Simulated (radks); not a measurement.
# Tl²⁺ in [Xe] 4f14 5d10 6s0.5 7s0.5: an all-electron calculation

Wanted: eigenvalues, radial structure and energy terms of the thallium ion Tl2+.

Program: radks (a radial shooting solver on a logarithmic mesh, Libxc functionals) version 1. Level of theory: scalar-relativistic Kohn-Sham, MS2 meta-GGA, spin-polarised, spherical densities, finite nucleus; open shells are filled with parallel spins first. These are calculated values, not measurements, unless marked.

### Step 1. The system

| Property | Result |
| --- | --- |
| element | thallium (Z = 81) |
| charge | +2 |
| electrons | 79 |
| configuration | [Xe] 4f14 5d10 6s0.5 7s0.5 |
| nuclear rms radius | 5.4759 fm |

### Step 2. Self-consistent calculation

The run's settings:

```text
Z 81
configuration [Xe] 4f14 5d10 6s0.5 7s0.5 6p0 6d0
relativity scalar-relativistic
functional ms2,regtpss
spin polarised
nucleus finite rms 5.4759 fm
c 137.035999084
```

**Question.** What will this run give?

The runs gave:

| quantity | value |
| --- | --- |
| total energy | -20238.9275 hartree |
| exchange-correlation share of it | 1.86 % |
| −T/E | 1.1257 |
| highest occupied level | 7s up, -10.367 eV |
| most extended occupied level | 7s up, <r> = 5.12 bohr |
| radius at density 0.001 e/bohr³ | 3.61 bohr |
| maxima of the radial density | 5 |

7 principal shells are occupied and 5 maxima appear in the radial density; where shells overlap, one shows as a shoulder or not at all. Relativity lifts −T/E to 1.126. This is not the tabulated ground configuration, so its levels and sizes aren't those of the ground state, and no measured value stands beside it.
